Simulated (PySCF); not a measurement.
# C14H10: the cost of one run

The runs use PySCF 2.14.0, with density-fitted response routines of our own; the level of theory stands in each step. All values are computed, except where a source is named. Atoms are numbered from 0 throughout.

## (1) The starting structure

24 atoms, charge 0, multiplicity 1; geometry from: GFN2-xTB.

Bonds of the start (Å): C0–C1 1.41, C1–C2 1.36, C2–C3 1.42, C3–C4 1.39, C4–C5 1.39, C5–C6 1.42, C6–C7 1.36, C7–C8 1.41, C8–C9 1.36, C9–C10 1.42, C10–C11 1.39, C11–C12 1.39, C12–C13 1.42, C13–C0 1.36, C12–C3 1.43, C10–C5 1.43, C0–H14 1.08, C1–H15 1.08, C2–H16 1.08, C4–H17 1.08, C6–H18 1.08, C7–H19 1.08, C8–H20 1.08, C9–H21 1.08, C11–H22 1.08, C13–H23 1.08.

## (2) Geometry optimisation at PBE0-D3(BJ)/def2-SVP

Job settings and geometry (Å):

```
{"job": {"xc": "PBE0", "basis": "def2-SVP", "d3": "d3bj", "grid": 2, "kind": "geom"}, "charge": 0, "multiplicity": 1}
C      3.676110     0.287110    -0.318450
C      3.562160    -0.917570     0.408320
C      2.337720    -1.404440     0.748520
C      1.152690    -0.715990     0.382970
C     -0.112570    -1.190950     0.716270
C     -1.268190    -0.505090     0.352970
C     -2.563040    -0.977830     0.687270
C     -3.676130    -0.287420     0.317930
C     -3.562140     0.917880    -0.407800
C     -2.337700     1.404690    -0.748120
C     -1.152690     0.715950    -0.383030
C      0.112680     1.190950    -0.716260
C      1.268190     0.505130    -0.352910
C      2.563030     0.977590    -0.687670
H      4.659120     0.653160    -0.577380
H      4.460410    -1.447480     0.690600
H      2.244620    -2.326530     1.304980
H     -0.199870    -2.114840     1.271700
H     -2.644500    -1.901360     1.243150
H     -4.659180    -0.654010     0.575960
H     -4.460350     1.448330    -0.689190
H     -2.244570     2.327200    -1.303860
H      0.200110     2.114820    -1.271700
H      2.644460     1.900690    -1.244280
```

**Question.** How long does this first job take on 8 threads of Arm Neoverse V1, shared host?

About 2.4 min.
